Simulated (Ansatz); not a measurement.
# TiClF3: a ladder of functionals and wavefunction methods

An exercise on one series of results from a longer session: the logs are not shown, and one member is left open.

The runs use Ansatz 0.2.0, Gaussian basis; functionals in def2-TZVPP, the program's frozen cores in correlated methods.

Levels to be run: LDA (SPW92), PBE-D4, revPBE-D4, BLYP-D4, r2SCAN-D4, B97M-V, PBE0-D4, B3LYP-D4, r2SCANh-D4, r2SCAN0-D4, HSE06-D4, BHLYP-D4, CAM-B3LYP-D4, LC-ωPBE, ωB97X-V, ωB97M-V, B2PLYP, PBE-QIDH; CCSD(T)/def2-SVP; CCSD(T)/def2-TZVPP; MP2/def2-QZVPP; extrapolation to the limit; RPA on PBE.

**The geometry**

All runs share one geometry, relaxed beforehand with PBE0-D4 in a triple-zeta def2 set.

SMILES `[F][Ti]([F])([F])[Cl]`, 5 atoms, charge 0, spin multiplicity 1.

Atoms are counted from 1 here; the program's logs count them from 0.

Bond lengths: F1–Ti2 1.736 Å, Ti2–F3 1.736 Å, Ti2–F4 1.736 Å, Ti2–Cl5 2.175 Å. Angles: F1–Ti2–F3 109.2°, F1–Ti2–F4 109.2°, F1–Ti2–Cl5 109.7°, F3–Ti2–F4 109.2°, F3–Ti2–Cl5 109.7°, F4–Ti2–Cl5 109.7°.

Geometry (Å):

| atom | x (Å) | y (Å) | z (Å) |
| --- | --- | --- | --- |
| F1 | -0.8875 | -0.3789 | 1.4687 |
| Ti2 | 0.0101 | -0.0966 | 0.0096 |
| F3 | 1.6429 | -0.6452 | 0.2272 |
| F4 | -0.7219 | -0.9813 | -1.2926 |
| Cl5 | 0.0062 | 2.0283 | -0.4543 |

Set-up of the first run:

The input, in.yaml:

```yaml
crystal:
  periodic: [false, false, false]
  atoms:
    - {symbol: F, position_ang: [-0.887486, -0.378873, 1.468673]}
    - {symbol: Ti, position_ang: [0.010099, -0.096642, 0.009616]}
    - {symbol: F, position_ang: [1.642858, -0.645201, 0.227181]}
    - {symbol: F, position_ang: [-0.721887, -0.981301, -1.292587]}
    - {symbol: Cl, position_ang: [0.006215, 2.028316, -0.454283]}
basis:
  gaussian: {orbitals: def2-TZVPP}
hamiltonian: {xc: lda}
output: {orbitals: {seedname: orbitals}}
```

Command:

```console
$ ansatz run in.yaml --threads 4 --pin off --events-out ev --progress --plain --max-ram 10444MiB
```

Among the steps run: LDA; PBE-D4 (GGA); revPBE-D4 (GGA); BLYP-D4 (GGA); r2SCAN-D4 (meta-GGA); B97M-V (meta-GGA); PBE0-D4 (hybrid); B3LYP-D4 (hybrid); r2SCANh-D4 (hybrid); r2SCAN0-D4 (hybrid); HSE06-D4 (hybrid); BHLYP-D4 (hybrid); CAM-B3LYP-D4 (range-separated); LC-ωPBE (range-separated); ωB97X-V (range-separated); ωB97M-V (range-separated); B2PLYP (double hybrid); PBE-QIDH (double hybrid).

One table of the session follows, with a row left open; its other results are not shown here.

It belongs to the step «Frontier levels by functional». 

```
  functional  HOMO (eV)  LUMO (eV)  gap (eV)
 LDA (SPW92)      -8.95      -4.51      4.44
      PBE-D4      -8.74      -4.21      4.53
   revPBE-D4      -8.66      -4.11      4.55
     BLYP-D4      -8.60      -4.15      4.45
   r2SCAN-D4      -9.14      -4.21      4.93
      B97M-V      -9.21      -4.21      5.00
     PBE0-D4     -10.23      -3.34      6.89
    B3LYP-D4      -9.95      -3.63      6.32
  r2SCANh-D4      -9.68      -3.86      5.82
  r2SCAN0-D4     -10.50      -3.32      7.18
    HSE06-D4          ?          ?         ?
    BHLYP-D4     -11.58      -2.28      9.30
CAM-B3LYP-D4     -11.62      -2.25      9.36
     LC-ωPBE     -12.99      -1.05     11.94
     ωB97X-V     -12.62      -1.05     11.57
     ωB97M-V     -12.48      -1.03     11.45
```

Q: Estimate the row for HSE06-D4 from the others.

**Answer.** HOMO (eV): -9.82; LUMO (eV): -3.72; gap (eV): 6.10. In the column «HOMO (eV)» it lies between B3LYP-D4 (-9.95) and r2SCANh-D4 (-9.68).
